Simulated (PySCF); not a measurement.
# CH7B3ClN: the cost of one run

Programs: PySCF 2.14.0, with density-fitted response routines of our own. Each step states its level of theory. These are calculated values for one molecule in the gas phase, unless marked as measured. Atoms count from 0, in the outputs and in this text.

## 1. The starting structure

13 atoms, charge 0, multiplicity 1; geometry from: GFN2-xTB. The atoms were then displaced at random by about 0.01 Å, so the start is not that level's minimum.

Bonds of the start (Å): B0–N1 1.40, N1–B2 1.44, N1–B3 1.49, B3–C4 1.55, B3–Cl5 1.72, B0–H6 1.18, B0–H7 1.18, B2–H8 1.18, B2–H9 1.14, C4–H10 1.09, C4–H11 1.09, C4–H12 1.08.

## 2. Geometry optimisation at PBE0-D3(BJ)/def2-SVP

The job: settings as JSON, then the geometry in Å.

```
{"job": {"xc": "PBE0", "basis": "def2-SVP", "d3": "d3bj", "grid": 1, "shake": 0.01, "kind": "geom"}, "charge": 0, "multiplicity": 1}
B     -0.991320     1.193550    -0.587440
N     -0.731780    -0.053930    -0.007630
B     -1.706010    -1.110100    -0.076340
B      0.576860    -0.270370     0.671340
C      1.928790     0.136240     0.030530
Cl     0.511350    -1.045290     2.201160
H     -0.221850     2.085560    -0.512360
H     -2.022750     1.391250    -1.126620
H     -1.421120    -2.153980     0.390690
H     -2.715470    -0.920700    -0.579050
H      2.756860     0.026990     0.737330
H      1.930180     1.169980    -0.310840
H      2.112080    -0.466090    -0.841100
```

Started as:

```bash
$ OMP_NUM_THREADS=1 python probes_run.py task.json out
```

This one command runs all jobs of the session in turn.

**Question.** How long does this first job take on 1 thread of Arm Neoverse V1, shared host, and how much memory does it need?

About 1.8 min, with a peak of 0.52 GiB.
